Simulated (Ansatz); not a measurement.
Run this with Ansatz 0.2.0, Python API and show what comes out.

`c2cl2fi.py`
```python
# -*- coding: utf-8 -*-
"""C2Cl2FI through the session interface."""

import ansatz as az
import numpy as np


def main():
    deck = {
        "crystal": {
            "periodic": [False, False, False],
            "atoms": [
                {"symbol": "F", "position_ang": [0.8119, 1.2046, 1.1007]},
                {"symbol": "C", "position_ang": [0.1623, 0.0921, 0.7083]},
                {"symbol": "Cl", "position_ang": [-0.1788, -1.0671, 1.9362]},
                {"symbol": "C", "position_ang": [-0.0772, -0.0839, -0.5844]},
                {"symbol": "Cl", "position_ang": [-0.9165, -1.5489, -1.1775]},
                {"symbol": "I", "position_ang": [0.2404, 1.3393, -2.0295]},
            ],
        },
        "basis": {"gaussian": {"orbitals": "def2-SVP"}},
        "correlation": {"method": "mp2"},
        "output": {"forces": True},
    }
    session = az.Session.from_dict(deck)
    summary = session.plan(threads=1).execute().report

    for key in ("converged", "free_energy_ev", "reference_energy_ev", "n_frozen", "n_occupied", "n_virtual"):
        print(f"{key:22s} {summary[key]}")
    symbols = ["F", "C", "Cl", "C", "Cl", "I"]
    parts = summary["correlation"]
    for name in ("random_phase", "coupled_cluster", "perturbative"):
        if name in parts:
            print(f"{name:16s} {parts[name]['energy']['hartree']:12.7f} Ha")
    if "second_order" in parts:
        pair = parts["second_order"]
        print(f"MP2 same spin {pair['same_spin']['hartree']:.7f} Ha, opposite spin {pair['opposite_spin']['hartree']:.7f} Ha")
    state = summary["mean_field"]["state"]
    print(f"mean field: {state['energy']['hartree']:.7f} Ha, <S^2> = {abs(state['spin_squared']):.4f}, stability: {state.get('stability', {}).get('kind')}")

    print("forces (eV/A)")
    for symbol, f in zip(symbols, summary["forces_ev_ang"]):
        print(f"  {symbol:2s} {f[0]:9.4f} {f[1]:9.4f} {f[2]:9.4f}")
    charges = summary["charge_distribution"]
    print("dipole moment", round(4.803205 * float(np.linalg.norm(charges["dipole_moment_e_ang"])), 3), "D")
    print("Mulliken:", [(s, round(q, 3)) for s, q in zip(symbols, charges["mulliken_charges_e"])])


if __name__ == "__main__":
    main()
```

Running `python c2cl2fi.py` prints:
```text
converged              True
free_energy_ev         -37855.193235606384
reference_energy_ev    -37832.52015828122
n_frozen               17
n_occupied             [23, 23]
n_virtual              [64, 64]
MP2 same spin -0.2330027 Ha, opposite spin -0.6002175 Ha
mean field: -1390.3194720 Ha, <S^2> = 0.0000, stability: minimum
forces (eV/A)
  F    -0.5160   -0.7339    0.2587
  C     0.8825    0.4390    1.3781
  Cl    0.1983    0.5891   -0.2474
  C    -1.5369   -1.8602   -1.7001
  Cl    0.6770    1.0082    0.6404
  I     0.2951    0.5578   -0.3296
dipole moment 0.144 D
Mulliken: [('F', -0.2), ('C', 0.37), ('Cl', -0.044), ('C', -0.243), ('Cl', -0.055), ('I', 0.173)]
```

What to keep in mind:
- Total energies depend on the basis set; only differences at equal settings carry meaning.
- The geometry is a force-field or estimated start, not a minimum of this method, and the basis set is short of its limit.
- def2 sets replace the cores of elements past krypton by effective core potentials.
- Wall time of the script: 7.3 s on 1 thread of Arm Neoverse V1 (shared host), peak memory 0.31 GiB.
